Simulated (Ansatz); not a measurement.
# GeH3F (singlet): from Hartree-Fock to the top rungs at distance Ge1–F2 = 1.376 Å, cc-pVDZ

How much of the correlation energy of GeH3F (singlet) does each wave-function method recover here?

The runs use Ansatz 0.2.0, Gaussian basis; cc-pVDZ, core rule «outside noble gas», up to 15 orbitals frozen.

The runs, in order: UHF; CCSD(T) on RHF; BCCD(T) on RHF; CISD; CCSDT(Q) on RHF; CASSCF and MRCISD+Q, 2 electrons in 2 orbitals; CASSCF and NEVPT2, 2 electrons in 2 orbitals.

36 further runs of the same task are left out: 7 for a known fault of the program, 1 for a mislabelled method, 26 that didn't finish, 2 set aside as unsound or not needed.

### 1 The geometry

The geometry derives from a PBE0/def2-TZVP stationary point (not a proven minimum). One bond is set to the value named and the two fragments are kept rigid. No spin-orbit coupling is included. The filled d shell of Ge may be among the frozen orbitals whatever the setting's name suggests; the logs give the count.

5 atoms, charge 0, spin multiplicity 1.

Atoms are counted from 1 here; the program's logs count them from 0.

Bond lengths: Ge1–F2 1.376 Å, Ge1–H3 1.533 Å, Ge1–H4 1.533 Å, Ge1–H5 1.533 Å. Angles: F2–Ge1–H3 106.2°, F2–Ge1–H4 106.2°, F2–Ge1–H5 106.2°, H3–Ge1–H4 112.5°, H3–Ge1–H5 112.5°, H4–Ge1–H5 112.5°.

### 2 UHF

Input file in.yaml:

```yaml
crystal:
  periodic: [false, false, false]
  atoms:
    - {symbol: Ge, position_ang: [-0.262448, -0.001877, 0.001206]}
    - {symbol: F, position_ang: [1.113502, 0.007965, -0.005118]}
    - {symbol: H, position_ang: [-0.701873, 1.466988, 0.004146]}
    - {symbol: H, position_ang: [-0.680221, -0.741708, 1.277444]}
    - {symbol: H, position_ang: [-0.691952, -0.740115, -1.272057]}
basis:
  gaussian: {orbitals: cc-pVDZ}
magnetization: {spin_polarized: true, initial_magnetization: 0}
hamiltonian: {xc: hf}
output: {orbitals: {seedname: orbitals}}
```

Run with:

```
> ansatz run in.yaml --threads 1 --pin off --events-out ev --progress --plain --max-ram 2393MiB
```

Further steps of the session: CCSD(T) on RHF; BCCD(T) on RHF; CISD; CCSDT(Q) on RHF; CASSCF and MRCISD+Q, 2 electrons in 2 orbitals; CASSCF and NEVPT2, 2 electrons in 2 orbitals.

Q: Predict the results of all the runs planned. Wanted: RCCSDT(Q) below the RHF energy; RMP2 from RCCSDT(Q); RCCSD from RCCSDT(Q); RCCSD(T) from RCCSDT(Q); NEVPT2 pair from RCCSDT(Q); MRCISD+Q pair from RCCSDT(Q); T1 diagnostic.

The runs gave:

```
                         quantity                      value
   RCCSDT(Q) below the RHF energy                 -8.4761 eV
              RMP2 from RCCSDT(Q)                 +791.2 meV
             RCCSD from RCCSDT(Q)                 +136.0 meV
          RCCSD(T) from RCCSDT(Q)                  +22.9 meV
       NEVPT2 pair from RCCSDT(Q)                 +805.6 meV
     MRCISD+Q pair from RCCSDT(Q)                  +73.6 meV
levels within 1 kcal/mol (43 meV)  RCCSD(T), BCCD(T), RCCSDT
                    T1 diagnostic                      0.009
```

In words: RCCSD(T) lands +22.9 meV from the yardstick (0.3 % of the correlation energy). Of the multireference levels listed MRCISD+Q pair comes nearest in total energy (+73.6 meV), which doesn't show that its space is the better one. These misses are within one basis, not against nature.
